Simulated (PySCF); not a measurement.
# CH₇AsGe: a tour of settings, part 2 of 2

PySCF 2.14.0. Atoms count from 0.

## Step 6: NMR shieldings: OLYP/STO-3G

The job: settings as JSON, then the geometry in Å.

```
{"job": {"kind": "nmr", "xc": "OLYP", "basis": "STO-3G", "pop": true, "scf": {"level_shift": 2.0, "max_cycle": 78}}, "charge": 0, "multiplicity": 1}
C     -1.573946     0.314418    -0.128424
As    -0.278539    -1.145650    -0.469403
Ge     1.595860    -0.012858     0.477408
H     -1.493345     0.711502     0.881426
H     -2.591015    -0.044710    -0.283635
H     -1.393114     1.123014    -0.836513
H     -0.542605    -1.857397     0.833568
H      2.820168    -0.858583     0.707892
H      2.110761     1.114018    -0.384439
H      1.354656     0.660900     1.808356
```

Level: GIAO OLYP/STO-3G NMR shielding, non-relativistic, gas phase.

What it wrote:

```text
final grid: 74928 points
cycle   1  E = -4306.6895444565  dE = -4.948e+00  |g| = 6.585e-01  |ddm| = 3.472e+00
cycle   2  E = -4306.7737295369  dE = -8.419e-02  |g| = 2.875e-01  |ddm| = 4.251e-01
cycle   3  E = -4306.7949681150  dE = -2.124e-02  |g| = 1.923e-01  |ddm| = 1.967e-01
cycle   4  E = -4306.8044125008  dE = -9.444e-03  |g| = 1.506e-01  |ddm| = 1.224e-01
cycle   5  E = -4306.8098944374  dE = -5.482e-03  |g| = 1.254e-01  |ddm| = 9.224e-02
cycle   6  E = -4306.8135686915  dE = -3.674e-03  |g| = 1.046e-01  |ddm| = 7.309e-02
cycle   7  E = -4306.8160428020  dE = -2.474e-03  |g| = 8.773e-02  |ddm| = 5.959e-02
cycle   8  E = -4306.8177279373  dE = -1.685e-03  |g| = 7.415e-02  |ddm| = 4.773e-02
cycle   9  E = -4306.8189084156  dE = -1.180e-03  |g| = 6.252e-02  |ddm| = 3.955e-02
cycle  10  E = -4306.8197307646  dE = -8.223e-04  |g| = 5.299e-02  |ddm| = 3.296e-02
cycle  11  E = -4306.8203203501  dE = -5.896e-04  |g| = 4.483e-02  |ddm| = 2.786e-02
cycle  12  E = -4306.8207398261  dE = -4.195e-04  |g| = 3.803e-02  |ddm| = 2.350e-02
cycle  13  E = -4306.8210393251  dE = -2.995e-04  |g| = 3.236e-02  |ddm| = 1.972e-02
cycle  14  E = -4306.8212549704  dE = -2.156e-04  |g| = 2.757e-02  |ddm| = 1.676e-02
cycle  15  E = -4306.8214115676  dE = -1.566e-04  |g| = 2.348e-02  |ddm| = 1.429e-02
cycle  16  E = -4306.8215247159  dE = -1.131e-04  |g| = 2.007e-02  |ddm| = 1.214e-02
cycle  17  E = -4306.8216080762  dE = -8.336e-05  |g| = 1.711e-02  |ddm| = 1.046e-02
cycle  18  E = -4306.8216685413  dE = -6.047e-05  |g| = 1.466e-02  |ddm| = 8.956e-03
cycle  19  E = -4306.8217129491  dE = -4.441e-05  |g| = 1.257e-02  |ddm| = 7.663e-03
cycle  20  E = -4306.8217456961  dE = -3.275e-05  |g| = 1.079e-02  |ddm| = 6.608e-03
cycle  21  E = -4306.8217698163  dE = -2.412e-05  |g| = 9.290e-03  |ddm| = 5.680e-03
cycle  22  E = -4306.8217877966  dE = -1.798e-05  |g| = 7.992e-03  |ddm| = 4.932e-03
cycle  23  E = -4306.8218011827  dE = -1.339e-05  |g| = 6.880e-03  |ddm| = 4.271e-03
cycle  24  E = -4306.8218111567  dE = -9.974e-06  |g| = 5.932e-03  |ddm| = 3.705e-03
cycle  25  E = -4306.8218185990  dE = -7.442e-06  |g| = 5.121e-03  |ddm| = 3.207e-03
cycle  26  E = -4306.8218241666  dE = -5.568e-06  |g| = 4.428e-03  |ddm| = 2.788e-03
cycle  27  E = -4306.8218283565  dE = -4.190e-06  |g| = 3.829e-03  |ddm| = 2.428e-03
cycle  28  E = -4306.8218315088  dE = -3.152e-06  |g| = 3.316e-03  |ddm| = 2.116e-03
cycle  29  E = -4306.8218338849  dE = -2.376e-06  |g| = 2.875e-03  |ddm| = 1.844e-03
cycle  30  E = -4306.8218356818  dE = -1.797e-06  |g| = 2.494e-03  |ddm| = 1.609e-03
cycle  31  E = -4306.8218370430  dE = -1.361e-06  |g| = 2.164e-03  |ddm| = 1.407e-03
cycle  32  E = -4306.8218380747  dE = -1.032e-06  |g| = 1.881e-03  |ddm| = 1.230e-03
cycle  33  E = -4306.8218388589  dE = -7.841e-07  |g| = 1.635e-03  |ddm| = 1.076e-03
cycle  34  E = -4306.8218394550  dE = -5.961e-07  |g| = 1.423e-03  |ddm| = 9.423e-04
cycle  35  E = -4306.8218399097  dE = -4.547e-07  |g| = 1.239e-03  |ddm| = 8.258e-04
cycle  36  E = -4306.8218402563  dE = -3.466e-07  |g| = 1.080e-03  |ddm| = 7.240e-04
cycle  37  E = -4306.8218405211  dE = -2.648e-07  |g| = 9.415e-04  |ddm| = 6.349e-04
cycle  38  E = -4306.8218407236  dE = -2.025e-07  |g| = 8.215e-04  |ddm| = 5.570e-04
cycle  39  E = -4306.8218408788  dE = -1.551e-07  |g| = 7.170e-04  |ddm| = 4.890e-04
cycle  40  E = -4306.8218409976  dE = -1.188e-07  |g| = 6.264e-04  |ddm| = 4.295e-04
cycle  41  E = -4306.8218410888  dE = -9.121e-08  |g| = 5.475e-04  |ddm| = 3.773e-04
cycle  42  E = -4306.8218411588  dE = -7.002e-08  |g| = 4.788e-04  |ddm| = 3.316e-04
cycle  43  E = -4306.8218412127  dE = -5.386e-08  |g| = 4.188e-04  |ddm| = 2.915e-04
cycle  44  E = -4306.8218412541  dE = -4.141e-08  |g| = 3.665e-04  |ddm| = 2.564e-04
cycle  45  E = -4306.8218412860  dE = -3.188e-08  |g| = 3.209e-04  |ddm| = 2.255e-04
cycle  46  E = -4306.8218413105  dE = -2.456e-08  |g| = 2.811e-04  |ddm| = 1.984e-04
cycle  47  E = -4306.8218413294  dE = -1.892e-08  |g| = 2.463e-04  |ddm| = 1.746e-04
cycle  48  E = -4306.8218413440  dE = -1.460e-08  |g| = 2.159e-04  |ddm| = 1.537e-04
cycle  49  E = -4306.8218413553  dE = -1.128e-08  |g| = 1.893e-04  |ddm| = 1.353e-04
cycle  50  E = -4306.8218413640  dE = -8.705e-09  |g| = 1.660e-04  |ddm| = 1.192e-04
cycle  51  E = -4306.8218413707  dE = -6.722e-09  |g| = 1.456e-04  |ddm| = 1.049e-04
cycle  52  E = -4306.8218413759  dE = -5.191e-09  |g| = 1.278e-04  |ddm| = 9.243e-05
cycle  53  E = -4306.8218413800  dE = -4.018e-09  |g| = 1.122e-04  |ddm| = 8.143e-05
cycle  54  E = -4306.8218413831  dE = -3.112e-09  |g| = 9.852e-05  |ddm| = 7.173e-05
cycle  55  E = -4306.8218413855  dE = -2.400e-09  |g| = 8.653e-05  |ddm| = 6.321e-05
cycle  56  E = -4306.8218413873  dE = -1.867e-09  |g| = 7.601e-05  |ddm| = 5.571e-05
cycle  57  E = -4306.8218413888  dE = -1.440e-09  |g| = 6.680e-05  |ddm| = 4.911e-05
cycle  58  E = -4306.8218413899  dE = -1.119e-09  |g| = 5.871e-05  |ddm| = 4.329e-05
cycle  59  E = -4306.8218413908  dE = -8.686e-10  |g| = 5.161e-05  |ddm| = 3.817e-05
cycle  60  E = -4306.8218413914  dE = -6.639e-10  |g| = 4.538e-05  |ddm| = 3.365e-05
cycle  61  E = -4306.8218413919  dE = -5.184e-10  |g| = 3.989e-05  |ddm| = 2.967e-05
cycle  62  E = -4306.8218413923  dE = -4.020e-10  |g| = 3.507e-05  |ddm| = 2.617e-05
cycle  63  E = -4306.8218413927  dE = -3.247e-10  |g| = 3.087e-05  |ddm| = 2.307e-05
level shift removed, Fock matrix diagonalised once more
converged SCF energy = -4306.8218413927

GIAO shielding tensors (ppm)
atom      isotropic    diamagn.    paramagn.     s11        s22        s33       span
  0 C      224.015     246.223     -22.207    218.692    222.922    230.433     11.741
  1 As    2421.238    2852.213    -430.975   2304.023   2356.837   2602.853    298.830
  2 Ge    2115.586    2730.011    -614.425   2087.130   2128.180   2131.449     44.319
  3 H       32.724      32.209       0.515     25.969     31.076     41.127     15.158
  4 H       32.559      29.951       2.609     26.232     28.788     42.658     16.426
  5 H       32.718      31.418       1.300     26.692     29.755     41.707     15.015
  6 H       32.247      32.429      -0.183     24.994     27.298     44.449     19.455
  7 H       31.417      31.430      -0.013     24.744     25.568     43.940     19.196
  8 H       31.340      32.520      -1.181     24.577     25.973     43.470     18.893
  9 H       31.423      32.925      -1.502     24.568     26.433     43.267     18.699
```

Wall time 52 s (1 thread, shared host).

It converged, yet the result is unsound: the basis STO-3G is minimal. Its shieldings differ from those of step 2 (PBE0/pcSseg-1) by up to 621 ppm (As1).

## Step 7: Run by run: NMR shifts

Isotropic shieldings (ppm), means over like atoms, with basis size and wall time:

| run | C0 | H7 | H6 | H3 | As1 | Ge2 | functions | time |
| --- | --- | --- | --- | --- | --- | --- | --- | --- |
| PBE0/pcSseg-1 | 184.8 | 28.02 | 28.86 | 30.59 | 1800 | 1595 | 134 | 33 s |
| WP04/pcSseg-1 in water | 169.9 | 28.89 | 29.45 | 30.78 | 1625 | 1507 | 134 | 36 s |

## Step 8: Comparing the runs: electronic excitations

Excitations and ground-state properties, with basis size and wall time:

| run | lowest singlet (eV) | brightest (eV) | f | gap (eV) | α (Å³) | μ (D) | functions | time |
| --- | --- | --- | --- | --- | --- | --- | --- | --- |
| PBE0/def2-SVPD | 5.97 | 6.25 | 0.175 | 7.07 | 11.75 | 1.11 | 152 | 32 s |
| BHandHLYP/def2-TZVP | 6.30 | 8.74 | 0.287 | 8.97 | 11.11 | 1.11 | 169 | 50 s |

## Step 9: Results

The summary covers parts 1 to 2.

```
                                                              quantity                                            value
                                ¹³C shifts against TMS (PBE0/pcSseg-1)                                          2.1 ppm
¹H shifts against TMS (PBE0/pcSseg-1, means over atoms taken as alike)                             3.70, 2.86, 1.13 ppm
                              ⁷⁵As shifts against AsH3 (PBE0/pcSseg-1)                                          188 ppm
                             ⁷³Ge shifts against GeMe4 (PBE0/pcSseg-1)                                         -264 ppm
                                       lowest singlet (PBE0/def2-SVPD)                      5.97 eV (208 nm), f = 0.065
                              brightest single state of those computed                      state 2, 6.25 eV, f = 0.175
                                                        lowest triplet                                          5.06 eV
                                         range of the shielding of As1                                 1625 to 1800 ppm
                                           range of the lowest singlet                                  5.97 to 6.30 eV
                                         property runs in this session  5, of which 0 failed and 1 gave unsound results
```

**Reading.** Single values in the summary come from the first run of each kind that ended normally (PBE0/pcSseg-1; PBE0/def2-SVPD), which need not be the best level. At PBE0/pcSseg-1: The largest span, 395 ppm, is at As1, where the paramagnetic term is -1075 ppm. The lowest singlet, at 5.97 eV, is HOMO→LUMO+1 0.49, HOMO→LUMO 0.47 and is bright; of the 6 states computed, the strongest absorption comes from state 2 at 6.25 eV (the last state computed is bright too, and its partners may lie past the list). The lowest triplet lies 0.92 eV below the lowest singlet (triplets in Tamm-Dancoff, singlets in full TDDFT). Across the 2 runs the shielding of As1 moves most, between 1625 (WP04/pcSseg-1 in water) and 1800 ppm (PBE0/pcSseg-1). The lowest singlet runs from 5.97 eV (PBE0/def2-SVPD) to 6.30 eV (BHandHLYP/def2-TZVP), while the orbital gap spans 7.07 to 8.97 eV. The lowest state need not be the same one in every run. The runs solved for a few states only, so the brightest column depends on that window. Spin-orbit coupling is left out, which matters for shieldings and couplings at and beside the heavy atoms.
